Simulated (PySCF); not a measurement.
# C5H8O2 (tiglic acid): the cost of one run

Computed with PySCF 2.14.0 and routines of our own; the level stands in each step. Atoms count from 0.

### 1 The system as given

15 atoms, charge 0, multiplicity 1; geometry from: GFN2-xTB.

### 2 Magnetic properties: GIAO BHandHLYP/pcSseg-1

Job settings and geometry (Å):

```
{"job": {"kind": "mag", "xc": "BHandHLYP", "basis": "pcSseg-1", "isotopologues": 2}, "charge": 0, "multiplicity": 1}
C     -2.063293     0.602983     0.097051
C     -0.590748     0.783386     0.196368
C      0.354177    -0.159348     0.134956
C      0.143935    -1.630772    -0.049290
C      1.779339     0.217680     0.256125
O      2.698089    -0.564442     0.212964
O      1.994888     1.537614     0.423020
H     -2.446089     1.189443    -0.738189
H     -2.537418     0.980900     1.002813
H     -2.352096    -0.433633    -0.041906
H     -0.272861     1.808339     0.334012
H      0.573399    -2.167811     0.794758
H      0.670652    -1.963821    -0.941892
H     -0.905751    -1.886677    -0.138232
H      2.949364     1.694148     0.493083
```

Method: GIAO BHandHLYP/pcSseg-1 magnetisability, rotational g tensor and spin-rotation constants, non-relativistic, gas phase.

The run is started by

```bash
> OMP_NUM_THREADS=1 python excited_run.py task.json out
```

This one command runs all jobs of the session in turn.

Q: Estimate the wall time and peak memory of this first job on 1 thread of Intel Xeon 6975P-C, shared host.

About 32 s, with a peak of 0.76 GiB.
